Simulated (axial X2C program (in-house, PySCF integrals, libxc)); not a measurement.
**SnOH⁻: bond lengths and stretches, held linear**

One table from this session's results is given with a row withheld; the runs are named, their logs left out.

The runs use an in-house X2C program for linear molecules on PySCF integrals; all-electron X2C, two-component (2c) or spin-free, Sn dyall-v3z, O dyall-av3z, H dyall-v3z.

All values are calculated.

2 further runs of the same task are left out: 2 set aside as unsound or not needed.

The first run:

task.json reads:

```json
{"zs": [50, 8, 1], "q": -1, "bas": ["dyall-v3z", "dyall-av3z", "dyall-v3z"], "r0": [2.03, 0.96], "symm": 0, "scan": ["PBE0", "HF", "r2SCAN"], "levels": ["PBE0", "HF", "PBE"], "nst": 2}
```

Keys: zs atomic numbers; q charge; bas basis sets; r0 starting distance in Å; symm equal bonds; scan levels of the two-bond scan (MP2 follows by itself at each HF point); levels methods; nst determinants followed.

On the command line:

```bash
$ python solin.py task.json out
```

Masses Sn 119.902, O 15.995, H 1.008 u.

Steps of the session up to this table: Scan at PBE0, 2c; Scan at HF, 2c; Scan at r2SCAN, 2c.

One of the session's tables, all rows but one given; the rest of the session is left out.

| level | r(Sn–O) (Å) | r(O–H) (Å) | lower stretch (cm⁻¹) | upper stretch (cm⁻¹) |
| --- | --- | --- | --- | --- |
| PBE0, 2c | 2.056 | 0.949 | 471.0 | 4018.6 |
| HF, 2c | 2.049 | 0.931 | 475.4 | 4263.6 |
| r2SCAN, 2c | 2.053 | 0.952 | 476.9 | 3962.7 |
| MP2, 2c | 2.061 | 0.953 | 458.7 | 3990.6 |
| PBE0, spin-free | 2.054 | 0.949 | 472.6 | 4021.3 |
| HF, spin-free | 2.047 | 0.931 | 477.1 | 4264.8 |
| r2SCAN, spin-free | ? | ? | ? | ? |
| MP2, spin-free | 2.059 | 0.953 | 460.5 | 3992.8 |

**Question.** Estimate the row for r2SCAN, spin-free.

**Answer.** r(Sn–O) (Å): 2.052; r(O–H) (Å): 0.952; lower stretch (cm⁻¹): 478.0; upper stretch (cm⁻¹): 3964.8. In the column «r(Sn–O) (Å)» it lies between HF, 2c (2.049) and r2SCAN, 2c (2.053).

Scans not shown above were run alike.

Caveats from the session: For an anion the highest level of a functional can be positive, and the basis then holds the extra electron. The molecule was held linear; bending was not examined, so a bent shape may lie lower.
